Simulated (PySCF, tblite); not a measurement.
# CH2B3F3O3S: geometry, infrared bands and NMR shifts

What infrared bands and NMR shifts should CH2B3F3O3S (`FC(F)(F)SB1OBOBO1`) show?

Programs: tblite 0.8.0 and PySCF 2.14.0, with density-fitted response routines of our own. Each step states its level of theory. These are calculated values for one molecule in the gas phase, unless marked as measured. Atoms are numbered from 0 throughout.

**1. The starting structure**

13 atoms, charge 0, multiplicity 1; geometry from: force field or distance geometry start.

Bonds of the start (Å): F0–C1 1.41, C1–F2 1.35, C1–F3 1.37, C1–S4 1.81, S4–B5 1.87, B5–O6 1.47, O6–B7 1.48, B7–O8 1.46, O8–B9 1.48, B9–O10 1.47, O10–B5 1.47, B7–H11 1.19, B9–H12 1.19.

**2. Optimising the geometry with GFN2-xTB**

The job: settings as JSON, then the geometry in Å.

```
{"job": {"kind": "relax", "xc": "GFN2-xTB", "basis": "xTB"}, "charge": 0, "multiplicity": 1}
F     -1.842200    -0.276600     1.095200
C     -2.666800    -0.309200    -0.043800
F     -3.693500     0.564400     0.090800
F     -3.033500    -1.579500    -0.388000
S     -1.618500     0.290100    -1.389600
B      0.171000     0.169700    -0.874300
O      0.904100    -1.079600    -1.122400
B      2.120400    -1.044800    -0.280600
O      2.901800     0.188700    -0.376400
B      2.005000     1.297500     0.010800
O      0.610200     0.942300     0.298800
H      1.981500    -1.481000     0.821000
H      2.156100     2.318500    -0.581900
```

Command:

```
$ OMP_NUM_THREADS=1 python probes_run.py task.json out
```

One launch serves the whole session: the jobs run in the order shown.

**Question.** This job is followed by: GFN2-xTB harmonic vibrations, gas phase; GIAO PBE0/pcSseg-1 NMR shielding, non-relativistic, gas phase. Predict these results of the whole session: strongest single infrared mode (GFN2-xTB); zero-point energy (GFN2-xTB); 13C shifts against TMS (PBE0/pcSseg-1); 1H shifts against TMS (PBE0/pcSseg-1, means over atoms taken as alike); 19F shifts against CFCl3 (PBE0/pcSseg-1, means over atoms taken as alike); 33S shifts against CS2 (PBE0/pcSseg-1); 11B shifts against BF3·OEt2 (PBE0/pcSseg-1, means over atoms taken as alike); 17O shifts against H2O (PBE0/pcSseg-1, means over atoms taken as alike).

**Answer**, as computed:

| quantity | value |
| --- | --- |
| strongest single infrared mode (GFN2-xTB) | 1237 cm⁻¹, 1209 km/mol |
| zero-point energy (GFN2-xTB) | 36.4 kcal/mol |
| 13C shifts against TMS (PBE0/pcSseg-1) | 141.1 ppm |
| 1H shifts against TMS (PBE0/pcSseg-1, means over atoms taken as alike) | 4.52 ppm |
| 19F shifts against CFCl3 (PBE0/pcSseg-1, means over atoms taken as alike) | -43.9 ppm |
| 33S shifts against CS2 (PBE0/pcSseg-1) | 83 ppm |
| 11B shifts against BF3·OEt2 (PBE0/pcSseg-1, means over atoms taken as alike) | 30.1, 25.3 ppm |
| 17O shifts against H2O (PBE0/pcSseg-1, means over atoms taken as alike) | 216.5, 213.6 ppm |

The optimisation took 109 steps and gained 4.010 eV; among the close pairs (by a distance rule), O8–B9 changed most, from 1.478 to 1.358 Å. No mode is imaginary among the 33: a minimum at this level. The strongest single mode, at 1237 cm⁻¹, is carried by B9, B7, O6, O10. GFN2-xTB is a fitted tight-binding method: band positions and strengths are rough. Its intensities can rank the bands wrongly. At PBE0/pcSseg-1: Shielding is most anisotropic at S4 (span 464 ppm, paramagnetic term -637 ppm).
